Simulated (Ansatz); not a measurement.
# C₂H₁₀NSi₂, SMILES C[CH][SiH2][SiH2]N: a single point in a Gaussian basis

Computed with Ansatz 0.2.0, Python API.

The script reads `c2h10nsi2.xyz`:
```text
15

C     2.71760    0.26490    0.07820
C     1.31360    0.32090   -0.50330
Si    0.12930   -0.73590    0.49090
Si   -1.90380   -0.61790   -0.42280
N    -2.44860    1.08570   -0.43850
H     2.72210    0.65150    1.11980
H     3.09530   -0.77930    0.06690
H     3.39410    0.89190   -0.53890
H     0.94920    1.36970   -0.51400
H     0.58990   -2.13220    0.48580
H     0.07140   -0.23930    1.87360
H    -2.84330   -1.42830    0.36630
H    -1.84910   -1.12740   -1.80080
H    -3.42010    1.08680   -0.82160
H    -2.51750    1.38890    0.55860
```

`energy_c2h10nsi2.py`
```python
"""Electronic structure of the C2H10NSi2 molecule."""

import sys

import ansatz as az
import numpy as np

molecule = az.Crystal.molecule_from_extxyz("c2h10nsi2.xyz")

setup = (
    molecule.calculation()
    .basis(gaussian="6-31G*")
    .functional(az.LibraryFunctional("B97"))
    .spin("collinear", total=1)
    .forces()
)
try:
    report = setup.run(threads=1).report
except az.AnsatzError as error:
    sys.exit(f"{type(error).__name__}: {error}")

for key in ("converged", "free_energy_ev", "reference_energy_ev", "n_frozen", "n_occupied", "n_virtual"):
    print(f"{key:22s} {report[key]}")

state = report["mean_field"]["state"]
print(f"mean field: {state['energy']['hartree']:.7f} Ha, <S^2> = {abs(state['spin_squared']):.4f}, stability: {state.get('stability', {}).get('kind')}")

symbols = [site.symbol for site in molecule.cartesian_sites]
print("forces (eV/A)")
for symbol, f in zip(symbols, report["forces_ev_ang"]):
    print(f"  {symbol:2s} {f[0]:9.4f} {f[1]:9.4f} {f[2]:9.4f}")

charges = report["charge_distribution"]
dipole = np.array(charges["dipole_moment_e_ang"]) * 4.803205
print("dipole (D): {:.3f} {:.3f} {:.3f}, length {:.3f}".format(*dipole, np.linalg.norm(dipole)))
print("atom  Mulliken   Lowdin")
for symbol, m, l in zip(symbols, charges["mulliken_charges_e"], charges["lowdin_charges_e"]):
    print(f"{symbol:4s} {m:9.3f} {l:8.3f}")
```

```console
$ python energy_c2h10nsi2.py
converged              True
free_energy_ev         -19476.289533488325
reference_energy_ev    -19476.289533488325
n_frozen               0
n_occupied             [29, 28]
n_virtual              [74, 75]
mean field: -715.7404389 Ha, <S^2> = 0.7537, stability: minimum
forces (eV/A)
  C     0.3099   -0.1958   -1.1332
  C     0.0101    0.8456    2.0531
  Si    0.7003   -0.1424   -0.6584
  Si   -1.0642    0.7078   -0.2077
  N    -0.7691   -0.3854    0.4781
  H     0.0908   -0.1094   -0.2621
  H     0.0475    0.4445    0.1916
  H     0.0633   -0.1873    0.4002
  H     0.0944   -0.3396   -0.7622
  H     0.1588   -0.4384    0.1652
  H     0.1126    0.1462    0.5539
  H    -0.3808   -0.5627    0.1435
  H    -0.1153   -0.1138   -0.3839
  H     0.8119    0.3459    0.3803
  H    -0.0701   -0.0153   -0.9584
dipole (D): -0.383 0.448 1.101, length 1.249
atom  Mulliken   Lowdin
C       -0.510   -0.348
C       -0.301   -0.230
Si       0.249    0.123
Si       0.384    0.190
N       -0.874   -0.546
H        0.181    0.147
H        0.175    0.136
H        0.169    0.123
H        0.167    0.149
H       -0.066   -0.047
H       -0.061   -0.046
H       -0.091   -0.077
H       -0.069   -0.051
H        0.327    0.237
H        0.320    0.240
```

What to keep in mind:
- Total energies depend on the basis set; only differences at equal settings carry meaning.
- The geometry is a force-field or estimated start, not a minimum of this method, and the basis set is short of its limit.
- The species is open-shell (spin multiplicity 2).
- The Löwdin charges here are taken after orthogonalising the functions within each atom; they differ from plain Löwdin charges, and their signs can be unphysical.
- Finished in 30 s on 1 thread of Intel(R) Xeon(R) Platinum 8488C (Sapphire Rapids) (shared host), peak memory 0.51 GiB.

(Lines on the test bed's own set-up are left out of the output.)
